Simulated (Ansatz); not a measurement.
# CH3NSe: up Jacob's ladder to CCSD(T)

An exercise on one series of results from a longer session: the logs are not shown, and one member is left open.

The runs use Ansatz 0.2.0, Gaussian basis; functionals in def2-TZVPP, the program's frozen cores in correlated methods.

Plan: LDA (SPW92), PBE-D4, revPBE-D4, BLYP-D4, r2SCAN-D4, B97M-V, PBE0-D4, B3LYP-D4, r2SCANh-D4, r2SCAN0-D4, HSE06-D4, BHLYP-D4, CAM-B3LYP-D4, LC-ωPBE, ωB97X-V, ωB97M-V, B2PLYP, PBE-QIDH; CCSD(T)/def2-SVP; CCSD(T)/def2-TZVPP; MP2/def2-QZVPP; extrapolation to the limit; RPA on PBE.

### Structure used throughout

The geometry comes from an earlier relaxation with PBE0-D4 in a triple-zeta def2 set; it is a stationary point.

SMILES `N=C[SeH]`, 6 atoms, charge 0, spin multiplicity 1.

Atoms are counted from 1 here; the program's logs count them from 0.

Bond lengths: N1–C2 1.257 Å, N1–H4 1.018 Å, C2–Se3 1.903 Å, C2–H5 1.094 Å, Se3–H6 1.468 Å. Angles: C2–N1–H4 111.3°, N1–C2–Se3 119.6°, N1–C2–H5 126.4°, Se3–C2–H5 114.0°, C2–Se3–H6 94.0°.

Set-up of the first run:

in.yaml

```yaml
crystal:
  periodic: [false, false, false]
  atoms:
    - {symbol: N, position_ang: [-0.811614, -1.103026, -0.417022]}
    - {symbol: C, position_ang: [-0.109947, -0.090599, -0.168257]}
    - {symbol: Se, position_ang: [0.730134, 0.076603, 1.530557]}
    - {symbol: H, position_ang: [-1.199214, -1.063106, -1.357980]}
    - {symbol: H, position_ang: [0.084432, 0.746486, -0.845508]}
    - {symbol: H, position_ang: [1.348209, 1.369743, 1.212010]}
basis:
  gaussian: {orbitals: def2-TZVPP}
hamiltonian: {xc: lda}
output: {orbitals: {seedname: orbitals}}
```

Started as:

```bash
ansatz run in.yaml --threads 2 --pin off --events-out ev --progress --plain --max-ram 4352MiB
```

Among the steps run: LDA; PBE-D4 (GGA); revPBE-D4 (GGA); BLYP-D4 (GGA); r2SCAN-D4 (meta-GGA); B97M-V (meta-GGA); B3LYP-D4 (hybrid); r2SCANh-D4 (hybrid); r2SCAN0-D4 (hybrid); HSE06-D4 (hybrid); BHLYP-D4 (hybrid); CAM-B3LYP-D4 (range-separated); LC-ωPBE (range-separated); ωB97X-V (range-separated); ωB97M-V (range-separated); B2PLYP (double hybrid); PBE-QIDH (double hybrid).

One table of the session follows, with a row left open; its other results are not shown here.

It belongs to the step «Orbital energies across the functionals». 

| functional | HOMO (eV) | gap (eV) |
| --- | --- | --- |
| LDA (SPW92) | -6.09 | 4.35 |
| PBE-D4 | -5.93 | 4.43 |
| revPBE-D4 | -5.88 | 4.46 |
| BLYP-D4 | -5.77 | 4.40 |
| r2SCAN-D4 | -6.18 | 4.87 |
| B97M-V | -6.20 | 5.01 |
| PBE0-D4 | ? | ? |
| B3LYP-D4 | -6.80 | 6.10 |
| r2SCANh-D4 | -6.58 | 5.66 |
| r2SCAN0-D4 | -7.19 | 6.84 |
| HSE06-D4 | -6.63 | 5.79 |
| BHLYP-D4 | -7.97 | 8.65 |
| CAM-B3LYP-D4 | -8.28 | 9.01 |
| LC-ωPBE | -9.62 | 11.53 |
| ωB97X-V | -9.26 | 11.11 |
| ωB97M-V | -9.14 | 10.83 |

Q: Estimate the row for PBE0-D4 from the others.

As computed: HOMO (eV): -7.02; gap (eV): 6.57. In the column «HOMO (eV)» it lies between r2SCAN0-D4 (-7.19) and B3LYP-D4 (-6.80).
